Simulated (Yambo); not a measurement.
# SrC2 (I4/mmm) in Yambo: notebook, part 3 of 3

Yambo 5.3.0. The steps go on from the part before.

### Step 6. Optical spectrum, LDA

The input, optics3.in:

```
optics
chi
Chimod= "IP"
% BndsRnXd
 1 | 34 |
%
% LongDrXd
 1 | 1 | 1 |
%
% QpntsRXd
 1 | 1 |
%
% EnRngeXd
 0 | 20 | eV
%
% DmRngeXd
 0.1 | 0.1 | eV
%
ETStpsXd= 300
```

The input, scf.in:

```
&CONTROL
  calculation = 'scf'
  prefix = 'pwscf'
  outdir = './tmp'
  pseudo_dir = './pseudo'
/
&SYSTEM
  ibrav = 0
  nat = 3
  ntyp = 2
  ecutwfc = 82
  nbnd = 15
  occupations = 'smearing'
  smearing = 'fd'
  degauss = 0.00367493
  force_symmorphic = .true.
/
&ELECTRONS
  conv_thr = 6d-10
  electron_maxstep = 120
  mixing_beta = 0.5
/
ATOMIC_SPECIES
Sr    87.6200 Sr.upf
C     12.0110 C.upf
CELL_PARAMETERS angstrom
  -2.0571500000    2.0571500000    3.3830000000
   2.0571500000   -2.0571500000    3.3830000000
   2.0571500000    2.0571500000   -3.3830000000
ATOMIC_POSITIONS crystal
Sr     0.0000000000    0.0000000000    0.0000000000
C      0.5880000000    0.5880000000    0.0000000000
C      0.4120000000    0.4120000000    0.0000000000
K_POINTS automatic
10 10 10 0 0 0
```

The input, nscf.in:

```
&CONTROL
  calculation = 'nscf'
  prefix = 'pwscf'
  outdir = './tmp'
  pseudo_dir = './pseudo'
/
&SYSTEM
  ibrav = 0
  nat = 3
  ntyp = 2
  ecutwfc = 82
  nbnd = 89
  occupations = 'fixed'
  force_symmorphic = .true.
/
&ELECTRONS
  conv_thr = 1d-08
  diago_full_acc = .true.
  diago_thr_init = 1d-06
/
ATOMIC_SPECIES
Sr    87.6200 Sr.upf
C     12.0110 C.upf
CELL_PARAMETERS angstrom
  -2.0571500000    2.0571500000    3.3830000000
   2.0571500000   -2.0571500000    3.3830000000
   2.0571500000    2.0571500000   -3.3830000000
ATOMIC_POSITIONS crystal
Sr     0.0000000000    0.0000000000    0.0000000000
C      0.5880000000    0.5880000000    0.0000000000
C      0.4120000000    0.4120000000    0.0000000000
K_POINTS automatic
4 4 4 0 0 0
```

Potentials or basis: PseudoDojo 0.4.1 SR LDA standard.

Launch:

```console
OMP_NUM_THREADS=1 pw.x -in scf.in > scf.out
OMP_NUM_THREADS=1 pw.x -in nscf.in > nscf.out
cd tmp/pwscf.save; p2y; mv SAVE ../..; cd ../..
OMP_NUM_THREADS=1 yambo
OMP_NUM_THREADS=1 yambo -F optics3.in -J optics3 -C optics3_out
```

Yambo's report:

```text
[... sections 02.01 to 02.04 as in the set-up run ...]

  [02.05] Energies & Occupations
  ==============================

  [X] === General ===
  [X] Electronic Temperature                        :  0.000000  0.000000 [eV K]
  [X] Bosonic    Temperature                        :  0.000000  0.000000 [eV K]
  [X] Finite Temperature mode                       : no
  [X] El. density                                   :  0.31432E+24 [cm-3]
  [X] Fermi Level                                   :  4.405673 [eV]

  [X] === Gaps and Widths ===
  [X] Conduction Band Min                           :  1.784147 [eV]
  [X] Valence Band Max                              :  0.000000 [eV]
  [X] Filled Bands                                  :   9
  [X] Empty Bands                                   :   10   89
  [X] Direct Gap                                    :  2.519783 [eV]
  [X] Direct Gap localized at k                     :  3
  [X] Indirect Gap                                  :  1.784147 [eV]
  [X] Indirect Gap between kpts                     :  13   3
  [X] Last valence band width                       :  1.102077 [eV]
  [X] 1st conduction band width                     :  3.374634 [eV]

 [03] Transferred momenta grid and indexing
 ==========================================

 IBZ Q-points                                      :  13
 BZ  Q-points                                      :   64

 K/Q-points units:
 rlu = crystal or reduced units; cc = cartesian coordinates; iku = interal k-units

 Q [ 1]         [rlu]:  0.000000  0.000000  0.000000
 Q [ 2]         [rlu]:  0.12278E-17 -0.42325E-16  0.25000
 Q [ 3]         [rlu]:  0.66235E-16  0.15960E-16 -0.50000
 Q [ 4]         [rlu]: -0.13310E-16  0.25000      0.12386E-15
 Q [ 5]         [rlu]:  0.32516E-18  0.25000      0.25000
 Q [ 6]         [rlu]: -0.11555E-15 -0.50000      0.54822E-17
 Q [ 7]         [rlu]: -0.17106E-15 -0.50000      0.25000
 Q [ 8]         [rlu]:  0.250000  0.250000  0.250000
 Q [ 9]         [rlu]:  0.250000  0.250000 -0.250000
 Q [10]         [rlu]:  0.250000  0.500000 -0.500000
 Q [11]         [rlu]:  0.250000 -0.250000  0.250000
 Q [12]         [rlu]:  0.250000  0.750000 -0.500000
 Q [13]         [rlu]:  0.500000  0.500000 -0.500000

 [WARNING] [Xd] User bands 1-34 break level degeneracy

 [04] Dipoles
 ============

  [04.01] Setup: observables and procedures
  =========================================

  [WF-Oscillators/G space/Transverse up loader] Normalization (few states)  min/max  :  0.86736E-17   1.0000

  [WR./optics3//ndb.dipoles]------------------------------------------------------
   Brillouin Zone Q/K grids (IBZ/BZ)                :   13   64   13   64
   RL vectors                                       :   6989 [WF]
   Fragmentation                                    : yes
   Electronic Temperature                           :  0.000000 [K]
   Bosonic    Temperature                           :  0.000000 [K]
   DIP band range                                   :    1   34
   DIP band range limits                            :   9  10
   DIP e/h energy range                             : -1.000000 -1.000000 [eV]
   RL vectors in the sum                            :   6989
   [r,Vnl] included                                 : yes
   Bands ordered                                    : yes
   Direct v evaluation                              : no
   Approach used                                    : G-space v
   Dipoles computed                                 : R V P [G-space]
   Wavefunctions                                    : Slater exchange(X)+Perdew & Wang(C)

  [WARNING] [r,Vnl^pseudo] included in position and velocity dipoles.

  [WARNING] In case H contains other non local terms, these are neglected

 [05] Optics
 ===========

 [X-CG] R(p) Tot o/o(of R):   2500  14400    100
```

Wall time 3.9 min (1 thread of Arm Neoverse V1, shared host); peak memory 0.24 GiB.

Results:

```yaml
Band_gap_on_the_k_mesh_mean-field_level: 1.78 eV, indirect (least direct gap 2.52 eV)
Electronic_dielectric_constant_along_the_field: 3.89
```

Dielectric function (along the field direction of the input):
```csv
energy (eV),real part,imaginary part
0.27,3.90,0.04
0.74,3.93,0.04
1.27,4.01,0.05
1.74,4.13,0.06
2.27,4.36,0.08
2.74,4.75,0.15
3.28,4.55,0.70
3.75,5.46,1.20
4.28,5.33,1.45
4.82,4.72,5.75
5.28,3.16,1.96
5.82,5.26,2.74
6.29,2.96,3.51
6.82,4.57,1.81
7.29,3.42,4.74
7.83,2.68,3.74
8.36,3.67,4.00
8.83,2.49,4.96
9.36,0.34,5.09
9.83,-0.54,4.07
10.37,-1.43,2.77
10.84,-0.94,2.51
11.37,-0.87,1.58
11.84,-0.24,1.15
12.37,-0.11,0.86
12.91,-0.54,0.58
13.38,0.15,0.39
13.91,0.72,0.48
14.38,0.58,0.77
14.92,0.61,0.34
15.38,0.80,0.42
15.92,0.83,0.39
16.45,1.01,0.46
16.92,1.13,0.50
17.46,1.33,0.48
17.93,1.56,0.52
18.46,1.22,0.73
18.93,1.37,0.89
19.46,1.20,1.82
20.00,1.02,0.54
```

Caveat: the k mesh is coarse (spacing up to 0.54 Å⁻¹), so the values aren't converged; spectra need much finer meshes, so this one isn't converged; independent-particle spectra lack excitons. LDA gaps usually lie below the measured ones, often by a third to a half.

### Step 7. Optical spectrum, LDA

The input, optics4.in:

```
optics
chi
Chimod= "HARTREE"
% BndsRnXd
 1 | 34 |
%
NGsBlkXd= 2 Ry
% LongDrXd
 1 | 1 | 1 |
%
% QpntsRXd
 1 | 1 |
%
% EnRngeXd
 0 | 30 | eV
%
% DmRngeXd
 0.1 | 0.1 | eV
%
ETStpsXd= 200
% XfnQP_E
 1.91 | 1.0 | 1.0 |
%
```

scf.in is that of step 6.

nscf.in is that of step 6.

Potentials or basis: PseudoDojo 0.4.1 SR LDA standard.

Launch:

```console
OMP_NUM_THREADS=1 pw.x -in scf.in > scf.out
OMP_NUM_THREADS=1 pw.x -in nscf.in > nscf.out
cd tmp/pwscf.save; p2y; mv SAVE ../..; cd ../..
OMP_NUM_THREADS=1 yambo
OMP_NUM_THREADS=1 yambo -F optics4.in -J optics4 -C optics4_out
```

Yambo's report:

```text
[... sections 02.01 to 02.04 as in the set-up run ...]

  [02.05] Energies & Occupations
  ==============================

  [X] === General ===
  [X] Electronic Temperature                        :  0.000000  0.000000 [eV K]
  [X] Bosonic    Temperature                        :  0.000000  0.000000 [eV K]
  [X] Finite Temperature mode                       : no
  [X] El. density                                   :  0.31432E+24 [cm-3]
  [X] Fermi Level                                   :  4.405673 [eV]

  [X] === Gaps and Widths ===
  [X] Conduction Band Min                           :  1.784147 [eV]
  [X] Valence Band Max                              :  0.000000 [eV]
  [X] Filled Bands                                  :   9
  [X] Empty Bands                                   :   10   89
  [X] Direct Gap                                    :  2.519783 [eV]
  [X] Direct Gap localized at k                     :  3
  [X] Indirect Gap                                  :  1.784147 [eV]
  [X] Indirect Gap between kpts                     :  13   3
  [X] Last valence band width                       :  1.102077 [eV]
  [X] 1st conduction band width                     :  3.374634 [eV]

 [03] Transferred momenta grid and indexing
 ==========================================

 IBZ Q-points                                      :  13
 BZ  Q-points                                      :   64

 K/Q-points units:
 rlu = crystal or reduced units; cc = cartesian coordinates; iku = interal k-units

 Q [ 1]         [rlu]:  0.000000  0.000000  0.000000
 Q [ 2]         [rlu]:  0.12278E-17 -0.42325E-16  0.25000
 Q [ 3]         [rlu]:  0.66235E-16  0.15960E-16 -0.50000
 Q [ 4]         [rlu]: -0.13310E-16  0.25000      0.12386E-15
 Q [ 5]         [rlu]:  0.32516E-18  0.25000      0.25000
 Q [ 6]         [rlu]: -0.11555E-15 -0.50000      0.54822E-17
 Q [ 7]         [rlu]: -0.17106E-15 -0.50000      0.25000
 Q [ 8]         [rlu]:  0.250000  0.250000  0.250000
 Q [ 9]         [rlu]:  0.250000  0.250000 -0.250000
 Q [10]         [rlu]:  0.250000  0.500000 -0.500000
 Q [11]         [rlu]:  0.250000 -0.250000  0.250000
 Q [12]         [rlu]:  0.250000  0.750000 -0.500000
 Q [13]         [rlu]:  0.500000  0.500000 -0.500000

 [WARNING] [Xd] User bands 1-34 break level degeneracy

 [04] External/Internal QP corrections
 =====================================

 [QP_apply] Action to be applied: USER defined scissor

  [04.01]  QP corrections report
  ==============================

  [X+QP] === General ===
  [X+QP] Electronic Temperature                     :  0.000000  0.000000 [eV K]
  [X+QP] Bosonic    Temperature                     :  0.000000  0.000000 [eV K]
  [X+QP] Finite Temperature mode                    : no
  [X+QP] El. density                                :  0.31432E+24 [cm-3]
  [X+QP] Fermi Level                                :  0.000000 [eV]

  [X+QP] === Gaps and Widths ===
  [X+QP] Conduction Band Min                        :  3.694147 [eV]
  [X+QP] Valence Band Max                           :  0.000000 [eV]
  [X+QP] Filled Bands                               :   9
  [X+QP] Empty Bands                                :   10   89
  [X+QP] Direct Gap                                 :  4.429783 [eV]
  [X+QP] Direct Gap localized at k                  :  3
  [X+QP] Indirect Gap                               :  3.694147 [eV]
  [X+QP] Indirect Gap between kpts                  :  13   3
  [X+QP] Last valence band width                    :  1.102077 [eV]
  [X+QP] 1st conduction band width                  :  3.374634 [eV]

  [coarse-grid] Minimum Bare Gap        [ev]:  1.784147
  [coarse-grid] Minimum Gap Correction  [ev]:  1.910000

  Eqp @ K [ 1]
  -33.06647 -15.07520 -15.07520 -14.95816 -12.50138  -2.16124  -1.84304  -1.07588
   -1.07588   5.64982   5.64982   6.41920   7.23230   8.57805  11.23469  11.80154
   12.58311  12.58311  15.63901  19.30946  19.30946  20.01337  21.43033  22.78561
  Eqp @ K [ 2]
  -33.05378 -15.28852 -15.15024 -14.99031 -12.21618  -2.49781  -2.16249  -1.29467
   -1.10208   4.47721   7.75822   8.29847   8.35370  10.05460  10.50190  11.25245
   12.76367  13.85657  14.82973  15.55951  16.60076  18.42917  20.96700  21.11895
  Eqp @ K [ 3]
  -33.04132 -15.30870 -15.22489 -15.02363 -12.35294  -2.29762  -2.02274  -1.37595
   -0.73564   3.69415   8.29735   9.25897  10.30134  10.42159  10.60906  11.12974
   12.00905  13.01544  13.76796  15.19533  16.40622  18.56808  19.83851  20.38817
  Eqp @ K [ 4]
  -33.05844 -15.29641 -15.07086 -14.99199 -12.22527  -2.97975  -1.79402  -1.47994
   -0.75967   5.98865   6.47875   7.27862   8.41945   9.69198  10.64936  11.14363
   11.43917  13.87100  15.72429  16.06776  17.15999  19.55278  20.76737  21.78520
[... 22 lines left out ...]
   -0.09269   6.39801   8.09720   8.76932   8.97634   9.20721   9.63391  10.10915
   11.18867  13.93817  14.26438  15.38186  17.50012  18.64420  19.91302  20.64971
  Eqp @ K [11]
  -33.05040 -15.46096 -15.06653 -15.04410 -12.00884  -2.68735  -2.66317  -1.80114
   -0.65451   6.39405   7.37091   8.40631  10.14139  10.16338  10.75523  11.18353
   11.19881  12.07082  14.53695  15.62920  17.38409  18.33614  18.63408  20.54148
  Eqp @ K [12]
  -33.04730 -15.26642 -15.21816 -15.09879 -12.16301  -2.91552  -2.05506  -1.81501
   -0.27863   6.19510   7.26267   8.77663   8.96509  10.70550  10.90940  11.15434
   11.74285  12.55621  13.85147  13.91328  17.24483  19.97412  20.46641  20.56235
  Eqp @ K [13]
  -33.05354 -15.17419 -15.12666 -15.12666 -12.37758  -3.21769  -1.40214  -1.40214
    0.00000   5.16548   7.77068   9.22023   9.32648   9.32648  10.37774  10.37774
   11.62324  11.88812  14.46762  14.46762  16.95102  18.26103  19.76565  19.94164

 [05] Dipoles
 ============

  [05.01] Setup: observables and procedures
  =========================================

  [WF-Oscillators/G space/Transverse up loader] Normalization (few states)  min/max  :  0.86736E-17   1.0000

  [WR./optics4//ndb.dipoles]------------------------------------------------------
   Brillouin Zone Q/K grids (IBZ/BZ)                :   13   64   13   64
   RL vectors                                       :   6989 [WF]
   Fragmentation                                    : yes
   Electronic Temperature                           :  0.000000 [K]
   Bosonic    Temperature                           :  0.000000 [K]
   DIP band range                                   :    1   34
   DIP band range limits                            :   9  10
   DIP e/h energy range                             : -1.000000 -1.000000 [eV]
   RL vectors in the sum                            :   6989
   [r,Vnl] included                                 : yes
   Bands ordered                                    : yes
   Direct v evaluation                              : no
   Approach used                                    : G-space v
   Dipoles computed                                 : R V P [G-space]
   Wavefunctions                                    : Slater exchange(X)+Perdew & Wang(C)

  [WARNING] [r,Vnl^pseudo] included in position and velocity dipoles.

  [WARNING] In case H contains other non local terms, these are neglected

 [06] Optics
 ===========

 [X-CG] R(p) Tot o/o(of R):   2500  14400    100
```

o-optics4.eel_q1_inv_rpa_dyson:

```text
# Electron Energy Loss @ Q(1):  0.577350269     0.577350269     0.577350269    [q->0 direction]
#
# [ X ] Hartree size                              :  23
# [GEN] GF Energies                               : Slater exchange(X)+Perdew & Wang(C)+ user defined corrections @E
# [GEN] Green`s Function                          : T-ordered
#
# [GEN] Gauge                                     : Length
# [GEN] [r,Vnl] included                          : yes
#
#    E[1] [eV]          Im(eel)            Re(eel)            Im(eel_o)          Re(eel_o)
#
        0.000000           0.002063          -0.340200           0.002146          -0.302107
        0.150754           0.002065          -0.340146           0.002147          -0.302050
        0.301508           0.002069          -0.339982           0.002151          -0.301880
        0.452261           0.002076          -0.339708           0.002158          -0.301595
        0.603015           0.002085          -0.339325           0.002168          -0.301195
        0.753769           0.002098          -0.338829           0.002181          -0.300679
[... 192 lines left out ...]
        29.84925           0.638372          -0.796403           4.729277           0.803681
        30.00000           0.532936          -0.483829           5.442383          -1.667998
#
```

o-optics4.eps_q1_inv_rpa_dyson:

```text
# Absorption @ Q(1):  0.577350269     0.577350269     0.577350269    [q->0 direction]
#
# [ X ] Hartree size                              :  23
# [GEN] GF Energies                               : Slater exchange(X)+Perdew & Wang(C)+ user defined corrections @E
# [GEN] Green`s Function                          : T-ordered
#
# [GEN] Gauge                                     : Length
# [GEN] [r,Vnl] included                          : yes
#
#    E[1] [eV]          Im(eps)            Re(eps)            Im(eps_o)          Re(eps_o)
#
        0.000000           0.017827           2.939338           0.023510           3.309918
        0.150754           0.017844           2.939809           0.023534           3.310540
        0.301508           0.017897           2.941225           0.023606           3.312410
        0.452261           0.017985           2.943591           0.023728           3.315537
        0.603015           0.018109           2.946920           0.023899           3.319936
        0.753769           0.018270           2.951226           0.024122           3.325630
[... 192 lines left out ...]
        29.84925           0.612772           0.764466           0.205514          -0.034924
        30.00000           1.028613           0.933833           0.167966           0.051479
#
```

It took 3.9 min on 1 thread of Arm Neoverse V1, shared host; peak memory 0.37 GiB.

Results:

```yaml
Band_gap_on_the_k_mesh_mean-field_level: 1.78 eV, indirect (least direct gap 2.52 eV)
Electronic_dielectric_constant_along_the_field: 2.94
Electronic_dielectric_constant_along_the_field_independent_particles: 3.31
Peak_of_the_energy-loss_function: 16.7 eV
```

Dielectric function (along the field direction of the input):
| energy (eV) | real part | imaginary part |
| --- | --- | --- |
| 0.30 | 2.94 | 0.02 |
| 0.75 | 2.95 | 0.02 |
| 1.21 | 2.97 | 0.02 |
| 1.81 | 3.01 | 0.02 |
| 2.26 | 3.06 | 0.02 |
| 2.71 | 3.11 | 0.03 |
| 3.32 | 3.22 | 0.03 |
| 3.77 | 3.34 | 0.04 |
| 4.22 | 3.51 | 0.06 |
| 4.82 | 3.98 | 0.18 |
| 5.28 | 3.95 | 0.42 |
| 5.73 | 4.28 | 1.00 |
| 6.33 | 4.03 | 1.08 |
| 6.78 | 3.84 | 3.17 |
| 7.24 | 2.77 | 1.18 |
| 7.84 | 4.43 | 1.64 |
| 8.29 | 2.56 | 2.86 |
| 8.74 | 3.98 | 1.28 |
| 9.35 | 3.34 | 3.02 |
| 9.80 | 3.10 | 2.71 |
| 10.25 | 3.89 | 3.18 |
| 10.85 | 2.75 | 7.83 |
| 11.31 | 0.51 | 4.85 |
| 11.76 | 0.01 | 3.85 |
| 12.36 | -1.03 | 3.14 |
| 12.81 | -0.71 | 2.87 |
| 13.27 | -0.60 | 1.90 |
| 13.87 | -0.09 | 1.91 |
| 14.32 | -0.44 | 1.27 |
| 14.77 | -0.79 | 0.91 |
| 15.38 | 0.15 | 0.65 |
| 15.83 | 0.59 | 0.53 |
| 16.28 | 0.51 | 0.87 |
| 16.88 | 0.27 | 0.44 |
| 17.34 | 0.61 | 0.62 |
| 17.79 | 0.33 | 0.70 |
| 18.39 | 0.66 | 0.48 |
| 18.84 | 0.71 | 0.55 |
| 19.30 | 0.62 | 0.36 |
| 19.90 | 1.00 | 0.48 |

Energy-loss function:
```tsv
energy (eV)	loss
0.0	0.002
1.4	0.002
2.6	0.003
3.9	0.004
5.3	0.026
6.5	0.060
7.8	0.074
9.2	0.133
10.4	0.110
11.8	0.260
13.1	0.346
14.3	0.702
15.7	1.849
16.9	1.649
18.2	0.774
19.6	0.588
20.8	0.458
22.2	0.424
23.5	0.481
24.7	0.523
26.1	0.464
27.4	0.433
28.6	0.869
30.0	0.533
```

Caveat: the k mesh is coarse (spacing up to 0.54 Å⁻¹), so the values aren't converged; the scissor is the correction of the direct gap in an earlier G0W0 run on the same states; spectra need much finer meshes, so this one isn't converged; these spectra lack excitons. A k mesh can miss the band edges.

### Step 8. Overview

```tsv
task	level	potentials or basis	k mesh	direction of the field or of q to 0	broadening	kernel	top of the energy range	energy points	other keys	mesh quality	gap on the mesh (eV)
optical spectrum	PBEsol	PseudoDojo 0.4.1 SR PBEsol standard	8 × 8 × 8	x + y + z	0.1 eV	long-range correction	30 eV	300	several, not listed	not flagged	1.80
optical spectrum	PBEsol	PseudoDojo 0.4.1 SR PBEsol standard	8 × 8 × 8	z	0.2 eV	none (independent particles)	15 eV	200	several, not listed	not flagged	1.80
G0W0 quasiparticle levels	LDA	PseudoDojo 0.4.1 SR LDA standard	4 × 4 × 4	x + y + z	0.1 eV	-	-	-	-	coarse	-
Hartree-Fock levels	LDA	PseudoDojo 0.4.1 SR LDA standard	4 × 4 × 4	-	-	-	-	-	-	coarse	-
optical spectrum	LDA	PseudoDojo 0.4.1 SR LDA standard	4 × 4 × 4	x + y + z	0.1 eV	none (independent particles)	20 eV	300	-	coarse	1.78
optical spectrum	LDA	PseudoDojo 0.4.1 SR LDA standard	4 × 4 × 4	x + y + z	0.1 eV	Hartree (RPA with local fields)	30 eV	200	-	coarse	1.78
```

Alike in all rows: no spin polarisation; cell as given; cutoff (eV) 1116; smearing fixed.

Caveats: some runs use coarse meshes; spectra need much finer meshes, so this one isn't converged (some runs); independent-particle spectra lack excitons (some runs); the quasiparticle gap listed is the Kohn-Sham gap on the denser mesh of the self-consistent run plus the correction found on the GW mesh, so it differs from the gap in the log (some runs); the long-range kernel's strength is typed, not fitted to the crystal's screening (some runs); the screening block or the number of bands is too small for a converged GW gap (some runs); this version prints the column dSc/dw multiplied by 27.2 (some runs); the terminator is approximate in this version, by hundredths of an eV (some runs).

Absolute energies hang on the potentials; compare differences alone.
